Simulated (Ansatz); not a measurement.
# AsH₂+ (triplet): the correlation ladder at a displaced geometry (v2), cc-pVDZ

Aim: climb from Hartree-Fock through coupled cluster and multireference methods for AsH₂+ (triplet) at one geometry and basis, and see what each rung misses.

The runs use Ansatz 0.2.0, Gaussian basis; cc-pVDZ, core rule «outside noble gas», up to 14 orbitals frozen.

Plan: UHF; CCSD(T) on ROHF; CCSD(T) on UHF; BCCD(T) on ROHF; CISD; CCSDT(Q) on ROHF; CCSDT(Q) on UHF; CCSDTQ on ROHF; CASSCF and MRCISD+Q, 6 electrons in 6 orbitals; CASSCF and NEVPT4(SD), 6 electrons in 6 orbitals; CASSCF and NEVPT2, 6 electrons in 6 orbitals; Full CI.

13 further runs of the same task are left out: 2 that didn't finish, 11 set aside as unsound or not needed.

## Step 1: The system

The geometry is a PBE0/def2-TZVP stationary point (not a proven minimum) with its atoms shifted at random (size 0.100 Å). No spin-orbit coupling is included. The filled d shell of As may be among the frozen orbitals whatever the setting's name suggests; the logs give the count.

3 atoms, charge 1, spin multiplicity 3.

Atoms are counted from 1 here; the program's logs count them from 0.

Bond lengths: As1–H2 1.514 Å, As1–H3 1.506 Å. Angles: H2–As1–H3 122.0°.

As a file:

```csv
atom,x (Å),y (Å),z (Å)
As1,0.00332,-0.01889,-0.00020
H2,-0.16156,0.71838,-1.31261
H3,-0.08494,0.68595,1.32723
```

## Step 2: UHF

in.yaml reads:

```yaml
crystal:
  periodic: [false, false, false]
  atoms:
    - {symbol: As, position_ang: [0.003316, -0.018893, -0.000197]}
    - {symbol: H, position_ang: [-0.161558, 0.718376, -1.312614]}
    - {symbol: H, position_ang: [-0.084938, 0.685952, 1.327228]}
basis:
  gaussian: {orbitals: cc-pVDZ}
total_charge: 1
magnetization: {spin_polarized: true, initial_magnetization: 2}
hamiltonian: {xc: hf}
output: {orbitals: {seedname: orbitals}}
```

Command:

```sh
ansatz run in.yaml --threads 1 --pin off --events-out ev --progress --plain --max-ram 2393MiB
```

The runs that follow: CCSD(T) on ROHF; CCSD(T) on UHF; BCCD(T) on ROHF; CISD; CCSDT(Q) on ROHF; CCSDT(Q) on UHF; CCSDTQ on ROHF; CASSCF and MRCISD+Q, 6 electrons in 6 orbitals; CASSCF and NEVPT4(SD), 6 electrons in 6 orbitals; CASSCF and NEVPT2, 6 electrons in 6 orbitals; Full CI.

Q: Predict the results of all the runs planned. Wanted: FCI below the RHF energy; RMP2 from FCI; UMP2 from FCI; RCCSD from FCI; RCCSD(T) from FCI; UCCSD(T) from FCI; RCCSDT(Q) from FCI; UCCSDT(Q) from FCI; NEVPT2 valence from FCI.

The runs gave:

| quantity | value |
| --- | --- |
| FCI below the RHF energy | -2.7294 eV |
| RMP2 from FCI | +14.97 kcal/mol |
| UMP2 from FCI | +14.74 kcal/mol |
| RCCSD from FCI | +1.62 kcal/mol |
| RCCSD(T) from FCI | +0.38 kcal/mol |
| UCCSD(T) from FCI | +0.14 kcal/mol |
| RCCSDT(Q) from FCI | -0.01 kcal/mol |
| UCCSDT(Q) from FCI | -0.25 kcal/mol |
| NEVPT2 valence from FCI | +10.59 kcal/mol |
| NEVPT4(SD) valence from FCI | +1.23 kcal/mol |
| MRCISD+Q valence from FCI | +0.08 kcal/mol |
| levels within 1 kcal/mol (43 meV) | RCCSD(T), UCCSD(T), BCCD(T), RCCSDT, UCCSDT, RCCSDT(Q), UCCSDT(Q), RCCSDTQ, MRCISD+Q valence |
| T1 diagnostic | 0.018 |
| effectively unpaired electrons | 2.03 |

RCCSD(T) misses by +0.38 kcal/mol, 0.6 % of the correlation energy. UCCSDT, UCCSDT(Q) fall below full CI: unrestricted runs freeze a spin-polarised core, another one than full CI's, and coupled cluster isn't variational. One determinant dominates. Of the multireference levels listed MRCISD+Q valence comes nearest in total energy (+0.08 kcal/mol), which doesn't show that its space is the better one. These misses are within one basis, not against nature; the frozen cores of restricted and unrestricted runs differ, which can shift their rows.
